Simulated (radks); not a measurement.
**Nb⁴⁺ in [Kr] 4d1: an all-electron calculation**

An exercise on one series of results from a longer session: the logs are not shown, and one member is left open.

Method: Dirac Kohn-Sham, SOGGA, spin-unpolarised, spherical densities, point nucleus; open shells fill j = l - 1/2 first. Code: radks (a radial shooting solver on a logarithmic mesh, Libxc functionals) version 1.

### The system

- element: niobium (Z = 41)
- charge: +4
- electrons: 37
- configuration: [Kr] 4d1

The first run:

Settings of this run:

```text
Z 41
configuration [Kr] 4d1
relativity Dirac
functional sogga,pbe
spin unpolarised
j_filling energy
nucleus point
c 137.035999084
```

Launch:

```sh
python run_ks.py task.json out
```

The same process makes all the runs of this session.

One of the session's tables, all rows but one given; the rest of the session is left out.

It belongs to the step «Radial structure». From the orbitals of this run (lengths in bohr):

```
level      <r>  outermost maximum (interpolated)  90 % within  nodes
1s1/2  0.03611                            0.0235       0.0647      0
2s1/2   0.1578                             0.133        0.244      1
2p1/2   0.1346                             0.104        0.220      0
2p3/2   0.1391                             0.108        0.226      0
3s1/2   0.4432                             0.396        0.656      2
3p1/2   0.4386                             0.383        0.664      1
3p3/2   0.4491                             0.393        0.680      1
3d3/2        ?                                 ?            ?      ?
3d5/2   0.4341                             0.335        0.696      0
4s1/2    1.136                              1.03         1.65      3
4p1/2    1.233                              1.09         1.81      2
4p3/2    1.259                              1.12         1.85      2
4d3/2    1.599                              1.35         2.43      1
4d5/2    1.609                              1.36         2.44      1
```

Q: Estimate the row for 3d3/2 from the others.

The run gave: <r>: 0.4306; outermost maximum (interpolated): 0.333; 90 % within: 0.691; nodes: 0. In the column «<r>» it lies between 2s1/2 (0.1578) and 3d5/2 (0.4341).

Caveats from the session: Spin polarisation and multiplet splitting are left out.
